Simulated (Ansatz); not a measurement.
I need vertical energies of changing the electron count of Cl₂FIn, SMILES [F][In]([Cl])[Cl]. Use Ansatz 0.2.0 through its Python package. Level of theory (for the species named): CAM-B3LYP, def2-SVPD basis, multiplicity 1.

```csv
atom,x (Å),y (Å),z (Å)
F,0.3061,0.9396,1.4505
In,-0.3276,-0.2681,-0.0787
Cl,1.5262,-1.9677,0.0679
Cl,-1.4492,1.2359,-1.4600
```

The script, `cl2fin.py`:
```python
import ansatz as az

BASIS = 'def2-SVPD'
XC = 'cam_b3lyp'


def single_point(molecule, charge=0, unpaired=0):
    calc = molecule.calculation().basis(gaussian=BASIS).functional(XC)
    if charge:
        calc = calc.charge(charge)
    if unpaired:
        calc = calc.spin('collinear', total=unpaired)
    return calc.run().report['free_energy_ev']

GEOMETRY = '''
F     0.30610    0.93960    1.45050
In   -0.32760   -0.26810   -0.07870
Cl    1.52620   -1.96770    0.06790
Cl   -1.44920    1.23590   -1.46000
'''


def main() -> None:
    system = az.Crystal.molecule()
    for line in GEOMETRY.strip().splitlines():
        symbol, *xyz = line.split()
        system = system.atom(symbol, [float(v) for v in xyz])

    parent = single_point(system, 0, 0)
    cation = single_point(system, 1, 1)
    print(f'E(N)   = {parent:.5f} eV')
    print(f'E(N-1) = {cation:.5f} eV  (1 unpaired)')
    print(f'vertical ionisation energy {cation - parent:.3f} eV')
    anion = single_point(system, -1, 1)
    print(f'E(N+1) = {anion:.5f} eV  (1 unpaired)')
    print(f'vertical electron affinity {parent - anion:.3f} eV' + ('' if anion < parent else ' (unbound in this basis)'))
    print(f'fundamental gap IP - EA = {cation + anion - 2 * parent:.3f} eV')


if __name__ == '__main__':
    main()
```

```console
$ python cl2fin.py
E(N)   = -32928.58481 eV
E(N-1) = -32916.78890 eV  (1 unpaired)
vertical ionisation energy 11.796 eV
E(N+1) = -32931.77657 eV  (1 unpaired)
vertical electron affinity 3.192 eV
fundamental gap IP - EA = 8.604 eV
```

At this unrelaxed geometry removing an electron costs 11.80 eV and adding one releases 3.19 eV.

What to keep in mind:
- Total energies depend on the basis set; only differences at equal settings carry meaning.
- The geometry is a force-field or estimated start, not a minimum of this method, and the basis set is short of its limit. All parts are taken at fixed geometry, without zero-point energy. At an unrelaxed start these energies can be a whole eV from those at the minimum, and a small affinity can change sign.
- def2 sets replace the cores of elements past krypton by effective core potentials.
- It ran for 46 s on 1 thread of Intel(R) Xeon(R) Processor @ 2.30GHz (shared host), peak memory 0.57 GiB.
